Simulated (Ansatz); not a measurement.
**AlNi3Sb under changes of volume**

One of the cells (14.512 Å³/atom); the others are scaled copies at fixed shape and fractional positions:

```
CELL_PARAMETERS angstrom
4.11901 0.00000 0.00000
-2.05951 3.56717 0.00000
0.00000 0.00000 4.93846
ATOMIC_POSITIONS crystal
Sb 0.33333 0.66667 0.50000
Ni 0.66667 0.33333 0.50000
Ni 0.00000 0.00000 0.24426
Ni 0.00000 0.00000 0.75574
Al 0.66667 0.33333 0.00000
```

The cell comes from a database or a generator and needn't be the stable form of this composition.

* Program: Ansatz 0.2.0
* Functional: PBE
* Potentials or basis: Ansatz PAW
* Cutoff: 420 eV (not typed: the program's choice for these potentials)
* k mesh: 8 × 8 × 6
* Occupations: fermi-dirac, width 0.05 eV
* Spin: collinear spin, ferromagnetic start
* Starting moments: [0.0, 1.0, 1.0, 1.0, 0.0] μB

```tsv
volume (Å³/atom)	energy over the lowest point (meV/atom)	pressure (GPa)	largest force (eV/Å)
13.642	35.03	11.9	0.144
13.932	17.06	8.0	0.117
14.222	5.70	4.6	0.095
14.512	0.23	1.5	0.075
14.803	0.00	-1.2	0.059
15.093	?	?	?
15.383	13.07	-5.8	0.033
```

Problem. What does the run at 15.093 Å³/atom give?

Solution. Energy over the lowest point 4.45 meV/atom; pressure -3.6 GPa; largest force 0.045 eV/Å.

Worked out: A Birch-Murnaghan fit of order 3 (a polynomial in V^(-2/3)) to the other rows has its minimum at 14.67 Å³/atom with B0 = V·E''(V) = 137 GPa and B' = 4.8 at fixed shape and positions, which overstates the stiffness. It gives 4.46 meV/atom at 15.093 Å³/atom, against the run's 4.45, and -dE/dV = -3.7 GPa, against -3.6.

Energies are extrapolated to zero smearing.

Caveats: the starting moments weren't kept.
